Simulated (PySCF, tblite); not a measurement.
# C₅H₅FO₂− (doublet): geometry, infrared bands and EPR parameters

What infrared bands and EPR parameters should C₅H₅FO₂− (doublet) (`CO[C-]1[CH]OC(F)=C1`) show?

Computed with tblite 0.8.0 and PySCF 2.14.0, with density-fitted response routines of our own, on a single molecule in the gas phase. Atoms count from 0, in the outputs and in this text.

### 1 The molecule as given

13 atoms, charge -1, multiplicity 2; geometry from: force field or distance geometry start.

Bonds of the start (Å): C0–O1 1.41, O1–C2 1.38, C2–C3 1.42, C3–O4 1.38, O4–C5 1.42, C5–F6 1.35, C5–C7 1.32, C7–C2 1.42, C0–H8 1.10, C0–H9 1.10, C0–H10 1.09, C3–H11 1.07, C7–H12 1.07.

### 2 Optimising the geometry with GFN2-xTB

Job settings and geometry (Å):

```
{"job": {"kind": "relax", "xc": "GFN2-xTB", "basis": "xTB"}, "charge": -1, "multiplicity": 2}
C     -2.204700     0.035200     0.075500
O     -1.135400    -0.604300    -0.591600
C      0.123000    -0.209000    -0.203000
C      0.475600     0.785000     0.748600
O      1.857800     0.813200     0.776300
C      2.281400    -0.139700    -0.183200
F      3.584500    -0.372600    -0.441500
C      1.289600    -0.772600    -0.787900
H     -3.140000    -0.381700    -0.316600
H     -2.214700     1.112800    -0.124000
H     -2.190000    -0.154100     1.152900
H     -0.064400     1.426700     1.412500
H      1.332900    -1.538500    -1.535700
```

The run is started by

```bash
> OMP_NUM_THREADS=1 python probes_run.py task.json out
```

This one command runs all jobs of the session in turn.

**Question.** This job is followed by: GFN2-xTB harmonic vibrations, gas phase; UKS B3LYP, pcH-1 on C F H O, non-relativistic, mean-field spin-orbit, GIAO. What will the session give for the following? strongest single infrared mode (GFN2-xTB); zero-point energy (GFN2-xTB); g(iso) (B3LYP); ⟨S²⟩; largest a(iso) (averaged by class).

The runs gave:

| quantity | value |
| --- | --- |
| strongest single infrared mode (GFN2-xTB) | 3112 cm⁻¹, 121 km/mol |
| zero-point energy (GFN2-xTB) | 54.1 kcal/mol |
| g(iso) (B3LYP) | 2.00309 |
| ⟨S²⟩ | 0.758 (exact 0.75) |
| largest a(iso) (averaged by class) | 19F on F6, 807.7 MHz |

**Reading.** The optimisation took 76 steps and gained 0.840 eV; among the close pairs (by a distance rule), C5–F6 changed most, from 1.349 to 1.492 Å. No mode is imaginary among the 33: a minimum at this level. The strongest single mode, at 3112 cm⁻¹, moves mainly H11. Unscaled tight-binding wavenumbers are off by several per cent, some by more. Its intensities can rank the bands wrongly. The largest share of the spin, 0.52 e, sits on C5. The isotropic g lies 0.8 ppt above the free-electron value. The records flag this anion as possibly unbound in the gas phase, so the basis may hold the extra electron. These values are for one conformer; the search (at its own cheap level) found 1 more, at 1.28 kcal/mol, and measured spectra average over such forms.
